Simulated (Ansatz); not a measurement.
# C2H5AlClN: a ladder of functionals and wavefunction methods

One table from this session's results is given with a row withheld; the runs are named, their logs left out.

The runs use Ansatz 0.2.0, Gaussian basis; functionals in def2-TZVPP, the program's frozen cores in correlated methods.

Levels to be run: PBE-D4, r2SCAN-D4, PBE0-D4, B3LYP-D4, ωB97X-V, ωB97M-V, B2PLYP; CCSD(T)/def2-TZVPP; MP2/def2-QZVPP; extrapolation to the limit.

### The relaxed structure

All runs share one geometry, relaxed beforehand with PBE0-D4 in a triple-zeta def2 set.

SMILES `N/C(Cl)=[CH]/[AlH2]`, 10 atoms, charge 0, spin multiplicity 1.

Atoms are counted from 1 here; the program's logs count them from 0.

Bond lengths: N1–C2 1.362 Å, N1–H6 1.005 Å, N1–H7 1.006 Å, C2–Cl3 1.741 Å, C2–C4 1.344 Å, C4–Al5 1.912 Å, C4–H8 1.092 Å, Al5–H9 1.590 Å, Al5–H10 1.585 Å. Angles: C2–N1–H6 118.5°, C2–N1–H7 116.8°, H6–N1–H7 116.6°, N1–C2–Cl3 110.7°, N1–C2–C4 127.5°, Cl3–C2–C4 121.7°, C2–C4–Al5 128.6°, C2–C4–H8 113.1°, Al5–C4–H8 118.3°, C4–Al5–H9 116.8°, C4–Al5–H10 123.0°, H9–Al5–H10 120.2°.

Set-up of the first run:

File in.yaml:

```yaml
crystal:
  periodic: [false, false, false]
  atoms:
    - {symbol: N, position_ang: [-0.004674, -0.555798, 1.992958]}
    - {symbol: C, position_ang: [0.108962, 0.092068, 0.800884]}
    - {symbol: Cl, position_ang: [0.685630, 1.717669, 1.036264]}
    - {symbol: C, position_ang: [-0.126770, -0.403939, -0.426192]}
    - {symbol: Al, position_ang: [0.107376, 0.446069, -2.122996]}
    - {symbol: H, position_ang: [-0.067914, -0.007008, 2.831975]}
    - {symbol: H, position_ang: [-0.500259, -1.431052, 1.988852]}
    - {symbol: H, position_ang: [-0.493331, -1.432361, -0.409422]}
    - {symbol: H, position_ang: [-0.267573, -0.407078, -3.411018]}
    - {symbol: H, position_ang: [0.641553, 1.930331, -2.278507]}
basis:
  gaussian: {orbitals: def2-TZVPP}
hamiltonian: {xc: pbe, dispersion: d4}
output: {forces: true, orbitals: {seedname: orbitals}}
```

Launch:

```bash
$ ansatz run in.yaml --threads 4 --pin off --events-out ev --progress --plain --max-ram 10444MiB
```

Steps of the session up to this table: PBE-D4 (GGA); r2SCAN-D4 (meta-GGA); PBE0-D4 (hybrid); B3LYP-D4 (hybrid); ωB97X-V (range-separated); ωB97M-V (range-separated); B2PLYP (double hybrid); CCSD(T) in def2-TZVPP; MP2 in def2-QZVPP.

One of the session's tables, all rows but one given; the rest of the session is left out.

```
            method  atomisation energy (kJ/mol)
            PBE-D4                       3555.3
         r2SCAN-D4                       3472.5
           PBE0-D4                       3476.9
          B3LYP-D4                       3460.4
           ωB97X-V                       3468.7
           ωB97M-V                       3472.7
            B2PLYP                       3414.5
     HF/def2-TZVPP                       2413.5
    MP2/def2-TZVPP                       3415.6
   CCSD/def2-TZVPP                            ?
CCSD(T)/def2-TZVPP                       3343.0
           MP2/CBS                       3520.4
       CCSD(T)/CBS                       3447.8
```

**Question.** Estimate the row for CCSD/def2-TZVPP.

The run gave: atomisation energy (kJ/mol): 3277.0. In the column «atomisation energy (kJ/mol)» it lies between HF/def2-TZVPP (2413.5) and CCSD(T)/def2-TZVPP (3343.0).

Limits of these values: Free atoms (1 N, 2 C, 1 Cl, 1 Al, 5 H) were run apart at each level; the atomisation energy is their sum less the molecule, without zero-point or spin-orbit terms.
